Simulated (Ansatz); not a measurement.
**CdSe (Cadmoselite): further runs on the relaxed cell**

The task here is to estimate one member of a computed series from the others.

The COD entry's cell or inner coordinates are ideal or old and differ from later refinements, so a difference from it is no clean test against experiment.

Method: DFT r2SCAN, scalar-relativistic, plane waves, PAW, in Ansatz 0.2.0.

1 further run of the same task is left out (set aside as unsound or not needed).

## The structure to begin with

Symmetry: P6_3mc, No. 186, hexagonal system. The conventional cell has a = 4.340 Å, b = 4.340 Å, c = 7.078 Å, α = 90.00°, β = 90.00°, γ = 120.00°. Cd (site symmetry 3m) is surrounded by 4 Se at 2.66 Å. Se (site symmetry 3m) has 4 Cd at 2.66 Å as nearest neighbours.

Structure file:

```cif
data_structure
_symmetry_space_group_name_H-M 'P6_3mc'
_symmetry_Int_Tables_number 186
_cell_length_a 4.3401
_cell_length_b 4.3401
_cell_length_c 7.0776
_cell_angle_alpha 90.000
_cell_angle_beta 90.000
_cell_angle_gamma 120.000
_cell_volume 115.45
loop_
_atom_site_label
_atom_site_type_symbol
_atom_site_symmetry_multiplicity
_atom_site_Wyckoff_symbol
_atom_site_fract_x
_atom_site_fract_y
_atom_site_fract_z
_atom_site_occupancy
Cd1 Cd 2 b 0.33333 0.66667 0.00453 1
Se1 Se 2 b 0.33333 0.66667 0.38047 1
```

It is the result of an earlier relaxation at this level (volume 28.86 Å³/atom; gap on the mesh: 1.11 eV).

The first run:

input.yaml reads:

```yaml
crystal:
  lattice:
    - [4.3400820326, 0.0, 0.0]
    - [-2.1700410163, 3.7586212947, 0.0]
    - [0.0, 0.0, 7.0775544066]
  atoms:
    - { symbol: Cd, position: [0.3333333333, 0.6666666667, 0.0045326091] }
    - { symbol: Cd, position: [0.6666666667, 0.3333333333, 0.5045326091] }
    - { symbol: Se, position: [0.3333333333, 0.6666666667, 0.3804673909] }
    - { symbol: Se, position: [0.6666666667, 0.3333333333, 0.8804673909] }
basis:
  ecutwfc: 500
kpoints:
  mp_grid: { grid: [9, 9, 4] }
  band_path:
    path:
      - [[0.0, 0.0, 0.0], [0.5, 0.0, 0.0], [0.33333333, 0.33333333, 0.0], [0.0, 0.0, 0.0], [0.0, 0.0, 0.5], [0.5, 0.0, 0.5], [0.33333333, 0.33333333, 0.5], [0.0, 0.0, 0.5]]
      - [[0.5, 0.0, 0.5], [0.5, 0.0, 0.0]]
      - [[0.33333333, 0.33333333, 0.5], [0.33333333, 0.33333333, 0.0]]
    npoints: 14
hamiltonian:
  xc: r2scan
scf:
  occupations: { method: gaussian, width: 0.02 }
  n_extra_bands: 10
output:
  forces: true
  stress: true
  eigenvalues: true
  populations: true
  dos: { projected: true, de: 0.02, nscf_kmesh: { grid: [14, 14, 6] } }
  bader: true
  write_density: true
  write_potential: true
  elf: true
  volumetric_format: npy
```

On the command line:

```
$ ansatz run input.yaml --threads 4 --pin off --max-ram 10240MiB --backend cpu --events-out ev --progress --plain --runs-dir out
```

Steps of the session up to this table: Static run: bands, density of states and charges; Band edges anywhere in the zone; Eigenvalues a small step from each edge; Volume × 0.97; Volume × 1.03; Volume × 0.94; Point at V/V0 = 1.06.

One of the session's tables, all rows but one given; the rest of the session is left out.

It belongs to the step «Equation of state». 

```
volume (Å³/atom)  energy above the lowest point (meV/atom)  pressure (GPa)  gap on the mesh (eV)
          27.132                                      18.7            3.66                  1.25
          27.998                                         ?               ?                     ?
          28.864                                       0.0            0.00                  1.11
          29.729                                       3.9           -1.42                  1.03
          30.595                                      14.9           -2.62                  0.97
```

Q: Estimate the row for volume (Å³/atom) = 27.998 from the others.

Worked estimate for «energy above the lowest point (meV/atom)». A straight line through the neighbours (27.132, 18.7) and (28.864, 0.0) gives 18.7 + (0.0 − 18.7) × (27.998 − 27.132) / (28.864 − 27.132) = 9.3; a parabola fitted to 3 rows on both sides gives 4.9.

The run gave: energy above the lowest point (meV/atom): 4.4; pressure (GPa): 1.68; gap on the mesh (eV): 1.18. In «energy above the lowest point (meV/atom)» the line misses by +4.9 and the parabola by +0.5.
